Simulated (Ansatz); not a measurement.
# ZrC4: the cost of one run

Computed with Ansatz 0.2.0 (DFT PBE, scalar-relativistic, plane waves, PAW, unless a step's input says otherwise).

2 further runs of the same task are left out: 1 that didn't finish, 1 set aside as unsound or not needed. Runs told in other sessions of the task aren't counted.

**1. The starting structure**

It takes space group Pm-3m (No. 221, cubic). Conventional cell: a = 4.056 Å, b = 4.056 Å, c = 4.056 Å, α = 90.00°, β = 90.00°, γ = 90.00°. Around Zr (site symmetry m-3m) lie 6 C at 2.03 Å. C (site symmetry 4/mmm) is surrounded by 2 Zr at 2.03 Å. Around C (site symmetry m-3m) lie 12 C at 2.87 Å.

Structure file:

```xyz
5
Lattice="4.0564 0.0000 0.0000 0.0000 4.0564 0.0000 0.0000 0.0000 4.0564" Properties=species:S:1:pos:R:3 pbc="T T T"
Zr    0.0000    0.0000    0.0000
C     2.0282    0.0000    0.0000
C     0.0000    2.0282    0.0000
C     0.0000    0.0000    2.0282
C     2.0282    2.0282    2.0282
```

The cell is invented: species swapped into a database cell of Co4N (Pm-3m, No. 221), with C on the Co sites and Zr on the N sites. Its size is a rough estimate.

**2. The guess as it stands, on a coarse mesh**

File input.yaml:

```yaml
crystal:
  lattice:
    - [4.05641091, 0.0, 0.0]
    - [0.0, 4.05641091, 0.0]
    - [0.0, 0.0, 4.05641091]
  atoms:
    - { symbol: Zr, position: [0.0, 0.0, 0.0] }
    - { symbol: C, position: [0.5, 0.0, 0.0] }
    - { symbol: C, position: [0.0, 0.5, 0.0] }
    - { symbol: C, position: [0.0, 0.0, 0.5] }
    - { symbol: C, position: [0.5, 0.5, 0.5] }
basis:
  ecutwfc: 420
kpoints:
  mp_grid: { grid: [4, 4, 4] }
hamiltonian:
  xc: pbe
scf:
  occupations: { method: gaussian, width: 0.1 }
  lower_state_search: "off"
output:
  forces: true
  stress: true
  eigenvalues: true
```

Run with:

```sh
ansatz run input.yaml --threads 1 --pin off --max-ram 2560MiB --backend cpu --events-out ev --progress --plain --runs-dir out
```

What time and memory should one allow on 1 thread of Arm Neoverse V2, shared host?

About 1.4 s, with a peak of 0.29 GiB.
